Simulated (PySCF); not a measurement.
**C4H4Si (SMILES C#C[SiH2]C#C): levels of theory compared**

We compute a comparison of 6 runs (B3LYP/6-31G*, B2PLYP/cc-pVDZ, M06-L/cc-pVDZ, PBE/cc-pVDZ, wB97M-V/cc-pVDZ, wB97X/cc-pVDZ) of C4H4Si. The job is set up through a Python script.

The results are computed with PySCF 2.14.0.

3 further runs of the same task are left out: 3 set aside as unsound or not needed.

### 1 The structure to begin with

C4H4Si has 9 atoms, charge 0, and is taken as a singlet. As SMILES, `C#C[SiH2]C#C`. Geometry: relaxed at PBE0-D4/def2-TZVP.

Bond lengths: C1–C2 1.205 Å, C2–Si3 1.821 Å, Si3–C4 1.821 Å, C4–C5 1.206 Å, C1–H6 1.066 Å, Si3–H7 1.481 Å, Si3–H8 1.481 Å, C5–H9 1.066 Å. Angles: C1–C2–Si3 179.3°, C2–Si3–C4 109.7°, Si3–C4–C5 179.3°, C2–C1–H6 179.8°, C2–Si3–H7 109.3°, C2–Si3–H8 109.3°, C4–Si3–H7 109.3°, C4–Si3–H8 109.3°, C4–C5–H9 179.8°, H7–Si3–H8 109.9°.

### 2 The energy at B3LYP/6-31G(d) (spherical functions) (run 1)

The input, run.py:

```python
# C#C[SiH2]C#C
from pyscf import gto, dft

system = gto.M(
    atom='''
C      3.753185    -0.128501     3.199306
C      2.352709    -0.601311     1.466050
Si     0.263617    -1.348887    -1.164827
C     -2.367638     0.868518    -1.225298
C     -4.120737     2.321906    -1.288226
H      4.988121     0.294041     4.733953
H      1.693384    -1.155379    -3.563646
H     -0.726789    -3.948205    -0.850566
H     -5.668800     3.609944    -1.339060
''',
    max_memory=1860,
    verbose=4,
    basis='6-31g*',
    charge=0,
    unit='bohr',
)

calc0 = dft.RKS(system, xc='b3lyp')
calc0.grids.level = 5
calc0.conv_tol = 1e-10
calc0.kernel()
if not calc0.converged:
    calc0 = calc0.newton().run(calc0.mo_coeff, calc0.mo_occ)

e_final = calc0.e_tot
print('Final energy', e_final)
```

The run is started by

```bash
$ OMP_NUM_THREADS=1 python run.py
```

What it wrote:

```text
PySCF version 2.14.0

[... 77 lines left out ...]
converged SCF energy = -444.189888658804
Final energy -444.1898886588045
```

Run time: 18 s. Hardware: 1 thread of Intel Xeon at 2.70GHz, shared host; peak memory 0.42 GiB.

### 3 The energy at B2PLYP/cc-pVDZ (run 2)

The input, input.py:

```python
from pyscf import gto, dft, mp

mol = gto.M(
    atom='''
C      1.986100    -0.068000     1.693000
C      1.245000    -0.318200     0.775800
Si     0.139500    -0.713800    -0.616400
C     -1.252900     0.459600    -0.648400
C     -2.180600     1.228700    -0.681700
H      2.639600     0.155600     2.505100
H      0.896100    -0.611400    -1.885800
H     -0.384600    -2.089300    -0.450100
H     -2.999800     1.910300    -0.708600
''',
    basis='cc-pvdz',
    spin=0,
    verbose=4,
    charge=0,
    max_memory=1860,
)

mf = dft.RKS(mol)
mf.xc = '0.53*HF + 0.47*B88, 0.73*LYP'
mf.grids.level = 5
mf.conv_tol = 1e-10
mf.kernel()
if not mf.converged:
    mf = mf.newton().run(mf.mo_coeff, mf.mo_occ)

pt = mp.MP2(mf, frozen=9).run()
etot = mf.e_tot + 0.27 * pt.e_corr
print('PT2 part  %.8f' % (0.27 * pt.e_corr))
print(f'total energy: {etot:.8f} hartree')
```

The run is started by

```bash
$ OMP_NUM_THREADS=1 python input.py
```

What it wrote:

```text
PySCF version 2.14.0

[... 79 lines left out ...]
converged SCF energy = -443.703416292603
[... 1 line left out ...]
******** <class 'pyscf.mp.mp2.RMP2'> ********
nocc = 12, nmo = 85
frozen orbitals 9
E(RMP2) = -444.451638448765  E_corr = -0.748222156161222
E(SCS-RMP2) = -444.442533331747  E_corr = -0.739117039143606
E_corr(same-spin) = -0.183172555672916
E_corr(oppo-spin) = -0.565049600488306
PT2 part  -0.20201998
total energy: -443.90543627 hartree
```

It took 22 s on 1 thread of Intel Xeon at 2.70GHz, shared host; peak memory 0.48 GiB.

Runs 3 to 4 aren't shown in full; the table further down has their settings and results.

### 4 A single-point energy at wB97M-V/cc-pVDZ (run 5)

The input, job.py:

```python
from pyscf import gto, dft

mol = gto.M(
    atom='''
C      3.753185    -0.128501     3.199306
C      2.352709    -0.601311     1.466050
Si     0.263617    -1.348887    -1.164827
C     -2.367638     0.868518    -1.225298
C     -4.120737     2.321906    -1.288226
H      4.988121     0.294041     4.733953
H      1.693384    -1.155379    -3.563646
H     -0.726789    -3.948205    -0.850566
H     -5.668800     3.609944    -1.339060
''',
    unit='bohr',
    verbose=3,
    basis='cc-pvdz',
    max_memory=1860,
)

ks = dft.RKS(mol)
ks.xc = 'wb97m-v'
ks.nlcgrids.level = 1
ks.conv_tol = 1e-10
ks.grids.level = 5
ks.kernel()
if not ks.converged:
    ks = ks.newton().run(ks.mo_coeff, ks.mo_occ)

energy = ks.e_tot
print('E(%s) = %.9f' % ('WB97M-V', energy))
```

The run is started by

```bash
$ OMP_NUM_THREADS=1 python job.py
```

What it wrote:

```text
converged SCF energy = -444.110389411959
E(WB97M-V) = -444.110389412
```

Wall time 1.9 min (1 thread of Intel Xeon at 2.70GHz, shared host); peak memory 0.53 GiB.

### 5 The energy at wB97X/cc-pVDZ (run 6)

The input, calc.py:

```python
from pyscf import gto, dft

mol = gto.M(
    atom='''
C    1.986100  -0.068000   1.693000
C    1.245000  -0.318200   0.775800
Si   0.139500  -0.713800  -0.616400
C   -1.252900   0.459600  -0.648400
C   -2.180600   1.228700  -0.681700
H    2.639600   0.155600   2.505100
H    0.896100  -0.611400  -1.885800
H   -0.384600  -2.089300  -0.450100
H   -2.999800   1.910300  -0.708600
''',
    max_memory=1860,
    basis='cc-pvdz',
    charge=0,
    verbose=4,
)

ks = dft.RKS(mol, xc='wb97x')
ks.grids.level = 5
ks.conv_tol = 1e-10
ks.kernel()
if not ks.converged:
    ks = ks.newton().run(ks.mo_coeff, ks.mo_occ)

e_final = ks.e_tot
print('E = %.10f Eh' % e_final)
```

The run is started by

```bash
$ OMP_NUM_THREADS=1 python calc.py
```

What it wrote:

```text
PySCF version 2.14.0

[... 78 lines left out ...]
converged SCF energy = -444.140810021936
E = -444.1408100219 Eh
```

It took 37 s on 1 thread of Intel Xeon at 2.70GHz, shared host; peak memory 0.48 GiB.

### 6 Overview of the runs

```
run                               level  frozen core orbitals  nlc grid  energy (Eh)  dipole moment (D)  HOMO energy (eV)  LUMO energy (eV)  wall time
  1  B3LYP/6-31G* (spherical functions)                     –         –  -444.189889               0.67             -7.66             -0.14       18 s
  2                      B2PLYP/cc-pVDZ                     9         –  -443.905436               0.59             -9.07              1.26       22 s
  3                       M06-L/cc-pVDZ                     –         –  -444.174292               0.47             -7.13             -0.91       43 s
  4                         PBE/cc-pVDZ                     –         –  -443.831215               0.53             -6.85             -1.11       26 s
  5                     wB97M-V/cc-pVDZ                     –         1  -444.110389               0.58            -10.28              1.93    1.9 min
  6                       wB97X/cc-pVDZ                     –         –  -444.140810               0.57            -10.47              2.02       37 s
```

### 7 What came out

| quantity | value |
| --- | --- |
| run 6: total energy | -444.14081 Eh |
| run 6: dipole moment | 0.57 D |
| run 6: HOMO energy | -10.47 eV |
| run 6: LUMO energy | 2.02 eV |
| run 6: HOMO–LUMO gap | 12.49 eV |

What this shows: The dipole moment (its size) runs from 0.47 D (M06-L/cc-pVDZ) to 0.67 D (B3LYP/6-31G*). The two ends differ in method and basis. The HOMO–LUMO gap runs from 5.74 eV (PBE/cc-pVDZ) to 12.49 eV (wB97X/cc-pVDZ). Totals of different functionals can't be ranked against each other. All runs together took 4.3 min, the longest 1.9 min.
